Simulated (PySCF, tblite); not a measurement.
# Si₂N₃H₆ radical: geometry, infrared bands and EPR parameters

Wanted: the infrared bands and EPR parameters of Si₂N₃H₆ radical (`N[SiH]1N[SiH]N1`), by calculation.

The runs use tblite 0.8.0 and PySCF 2.14.0, with density-fitted response routines of our own; the level of theory stands in each step. All values are computed, except where a source is named. Atoms are numbered from 0 throughout.

## (1) The starting structure

11 atoms, charge 0, multiplicity 2; geometry from: force field or distance geometry start.

Bonds of the start (Å): N0–Si1 1.80, Si1–N2 1.78, N2–Si3 1.80, Si3–N4 1.77, N4–Si1 1.76, N0–H5 1.05, N0–H6 1.04, Si1–H7 1.48, N2–H8 1.03, Si3–H9 1.46, N4–H10 1.04.

## (2) Optimising the geometry with GFN2-xTB

The job: settings as JSON, then the geometry in Å.

```
{"job": {"kind": "relax", "xc": "GFN2-xTB", "basis": "xTB"}, "charge": 0, "multiplicity": 2}
N      1.625800     0.174500    -0.648300
Si     0.409000     0.186700     0.678500
N     -0.658600    -1.238600     0.627600
Si    -1.982100    -0.160200     0.065300
N     -0.944800     1.250300     0.323000
H      1.728400    -0.832500    -0.928700
H      2.524200     0.595500    -0.351500
H      0.961900     0.493700     2.013400
H     -0.384700    -2.001200    -0.010800
H     -2.428300    -0.364700    -1.307500
H     -0.845300     1.899000    -0.487000
```

Run with:

```console
OMP_NUM_THREADS=1 python probes_run.py task.json out
```

The driver reads the jobs from task.json and runs them one after another.

**Question.** This job is followed by: GFN2-xTB harmonic vibrations, gas phase; UKS B3LYP, pcH-1 on H N Si, non-relativistic, mean-field spin-orbit, GIAO. Predict these results of the whole session: strongest single infrared mode (GFN2-xTB); zero-point energy (GFN2-xTB); g(iso) (B3LYP); ⟨S²⟩; largest a(iso) (averaged by class); surface potential, 1st and 99th percentile.

As calculated:

```
                                 quantity                    value
strongest single infrared mode (GFN2-xTB)    2300 cm⁻¹, 430 km/mol
             zero-point energy (GFN2-xTB)            45.4 kcal/mol
                           g(iso) (B3LYP)                  2.00225
                                     ⟨S²⟩       0.752 (exact 0.75)
       largest a(iso) (averaged by class)  29Si on Si3, -613.0 MHz
    surface potential, 1st and 99th percentile       -1.29 V and 1.55 V
```

Over 114 steps the energy fell by 0.653 eV; of the close pairs, Si1–Si3 changed most, 2.493 to 2.604 Å. No mode is imaginary among the 27: a minimum at this level. The strongest single mode, at 2300 cm⁻¹, moves mainly H7. Unscaled tight-binding wavenumbers are off by several per cent, some by more. Its intensities can rank the bands wrongly. Most of the unpaired spin sits on Si3 (0.71 e). The isotropic g lies 0.1 ppt below the free-electron value.
